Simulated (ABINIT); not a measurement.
Write the native input for ABINIT 10.8.3 (patched build) that does the following.

| Item | Value |
| --- | --- |
| Task | band structure |
| Functional | PBE |
| Potentials or basis | JTH PAW PBE v2.0 |
| Cutoff | 544 eV |
| k mesh | 6 × 6 × 6 |
| Occupations | gaussian, width 0.05 eV |
| Spin | collinear spin, ferromagnetic start |
| Starting moments | [4.0, 0.0] μB |
| Hubbard terms | Pm f U = 8 eV |
| Double counting (usepawu) | 1 |
| Fine-grid cutoff | 1088.46 eV |

Crystal: PmS.

```
Pm S
1.0
     3.37943    0.00000    0.00000
     0.00000    3.37943    0.00000
     0.00000    0.00000    3.37943
Pm S
1 1
Direct
  0.00000 0.00000 0.00000
  0.50000 0.50000 0.50000
```

The cell comes from a database or a generator and needn't be the stable form of this composition.

The input as run:

run.abi

```
ndtset 2

pp_dirpath "./"
pseudos "Pm.GGA_PBE-JTH.xml, S.GGA_PBE-JTH.xml"

acell 3*1.0
rprim
     6.3862032045     0.0000000000     0.0000000000
     0.0000000000     6.3862032045     0.0000000000
     0.0000000000     0.0000000000     6.3862032045
ntypat 2
znucl 61 16
natom 2
typat 1 2
xred
     0.0000000000     0.0000000000     0.0000000000
     0.5000000000     0.5000000000     0.5000000000

ecut 20.0
pawecutdg 40.0
pawxcdev 0

ixc 11

occopt 7
tsmear 0.05 eV

nsppol 2
spinat
     0.0000000000     0.0000000000     4.0000000000
     0.0000000000     0.0000000000     0.0000000000

usepawu 1
lpawu 3 -1
upawu 8.0 0.0 eV
jpawu 0.0 0.0 eV

nstep 100

iomode 3
prtwf 0
prteig 0
prtebands 0
prtden1 1

kptopt1 1
ngkpt1 6 6 6
nshiftk1 1
shiftk1 0.0 0.0 0.0
nband1 19
tolvrs1 1.0e-9

iscf2 -2
getden2 1
nband2 25
nbdbuf2 4
tolwfr2 1.0e-11
kptopt2 -5
ndivsm2 6
prteig2 1
prtvol2 -3
kptbounds2
     0.0000000000     0.0000000000     0.0000000000
     0.0000000000     0.5000000000     0.0000000000
     0.5000000000     0.5000000000     0.0000000000
     0.0000000000     0.0000000000     0.0000000000
     0.5000000000     0.5000000000     0.5000000000
     0.0000000000     0.5000000000     0.0000000000
```

Potentials or basis: JTH PAW PBE v2.0.

Launch:

```sh
$ abinit run.abi > log 2>&1
```

Results of the run:

* Pressure: 15.9 GPa
* Band gap on the k mesh: none (metal or under the smearing width)
* Net moment: 4.92 μB per cell
* Site moments: Pm +4.60; S -0.05 μB
* Valence electrons inside the program's atomic spheres: Pm 12.51; S 3.66

Caveat: the magnetic or orbital state may not be the lowest; spin-orbit coupling is left out, which moves the levels of the heavy elements.

Run time: 4.2 min on 1 thread of Intel(R) Xeon(R) Processor @ 2.50GHz (Skylake/Cascade Lake), with other jobs on the host, peak memory 0.16 GiB.
